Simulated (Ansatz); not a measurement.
# HW8O: the cost of one run

Computed with Ansatz 0.2.0 (DFT PBE+D3(BJ), scalar-relativistic, plane waves, PAW, unless a step's input says otherwise).

The COD cell was measured well above room temperature, so it is larger than a cold one.

3 further runs of the same task are left out: 3 set aside as unsound or not needed.

### 1 The starting structure

It takes space group P4mm (No. 99, tetragonal). Conventional cell: a = 3.159 Å, b = 3.159 Å, c = 20.739 Å, α = 90.00°, β = 90.00°, γ = 90.00°. W (site symmetry 4mm) is surrounded by 4 W at 2.74 Å. W (site symmetry 4mm) has 13 W at 2.74 to 3.16 Å as nearest neighbours. W (site symmetry 4mm) is surrounded by 8 W at 2.65 to 2.78 Å. W (site symmetry 4mm) is surrounded by 4 W at 2.65 Å.

Coordinates:

```
CELL_PARAMETERS angstrom
6.31875 0.00000 0.00000
0.00000 6.31875 0.00000
0.00000 0.00000 20.73906
ATOMIC_POSITIONS crystal
W 0.25000 0.75000 0.38575
W 0.25000 0.25000 0.38575
W 0.75000 0.75000 0.38575
W 0.75000 0.25000 0.38575
W 0.50000 0.50000 0.46192
W 0.50000 0.00000 0.46192
W 0.00000 0.50000 0.46192
W 0.00000 0.00000 0.46192
W 0.75000 0.25000 0.54175
W 0.75000 0.75000 0.54175
W 0.25000 0.25000 0.54175
W 0.25000 0.75000 0.54175
W 0.00000 0.00000 0.61013
W 0.00000 0.50000 0.61013
W 0.50000 0.00000 0.61013
W 0.50000 0.50000 0.61013
```

Miller indices refer to the conventional cell of the relaxed bulk, Im-3m (No. 229): a = 3.159 Å, b = 3.159 Å, c = 3.159 Å, α = 90.00°, β = 90.00°, γ = 90.00°.

It is a (100) slab, 4.7 Å thick as cut, with 16 Å of vacuum, in a 2×2 surface cell; its outer planes are W (top) and W (bottom). An earlier relaxation, lower half held, gave -166143.1794 eV, work function 4.02 eV (top face), 4.16 eV (bottom face), dipole along +c 0.031 e·Å per cell.

### 2 H2O2, upright, over a top (W) site

input.yaml reads:

```yaml
crystal:
  lattice:
    - [6.3187499324, 0.0, 0.0]
    - [0.0, 6.3187499324, 0.0]
    - [0.0, 0.0, 25.0625624493]
  atoms:
    - { symbol: W, position: [0.25, 0.75, 0.3192011996] }
    - { symbol: W, position: [0.25, 0.25, 0.3192011996] }
    - { symbol: W, position: [0.75, 0.75, 0.3192011996] }
    - { symbol: W, position: [0.75, 0.25, 0.3192011996] }
    - { symbol: W, position: [0.5, 0.5, 0.3822309671] }
    - { symbol: W, position: [0.5, 0.0, 0.3822309671] }
    - { symbol: W, position: [0.0, 0.5, 0.3822309671] }
    - { symbol: W, position: [0.0, 0.0, 0.3822309671] }
    - { symbol: W, position: [0.75, 0.25, 0.4482944857] }
    - { symbol: W, position: [0.75, 0.75, 0.4482944857] }
    - { symbol: W, position: [0.25, 0.25, 0.4482944857] }
    - { symbol: W, position: [0.25, 0.75, 0.4482944857] }
    - { symbol: W, position: [0.0, 0.0, 0.5048792886] }
    - { symbol: W, position: [0.0, 0.5, 0.5048792886] }
    - { symbol: W, position: [0.5, 0.0, 0.5048792886] }
    - { symbol: W, position: [0.5, 0.5, 0.5048792886] }
    - { symbol: O, position: [0.6660113528, 0.1947526617, 0.6368091344] }
    - { symbol: O, position: [0.747175912, 0.1247649762, 0.5917419151] }
    - { symbol: H, position: [0.789450719, 0.2159818516, 0.660629524] }
    - { symbol: H, position: [0.75, 0.25, 0.5679215256] }
basis:
  ecutwfc: 420
kpoints:
  mp_grid: { grid: [3, 3, 1] }
hamiltonian:
  xc: pbe
  dispersion: d3bj
scf:
  occupations: { method: gaussian, width: 0.1 }
output:
  forces: true
  eigenvalues: true
  write_density: true
  write_potential: true
  elf: true
  volumetric_format: npy
relax:
  adjacent_minimum: "off"
  f_tol: 0.04
  max_steps: 100
  constraints: [{ sites: [0, 1, 2, 3, 4, 5, 6, 7] }]
efield:
  axis: 3
  dipole_correction: true
  ramp_width: 0.04
```

Run with:

```
$ ansatz run input.yaml --threads 4 --pin off --max-ram 10240MiB --backend cpu --events-out ev --progress --plain --runs-dir out
```

**Question.** How long does this run take on 4 threads of Arm Neoverse V2, shared host, and how much memory does it need?

About 20 min, with a peak of 3 GiB.
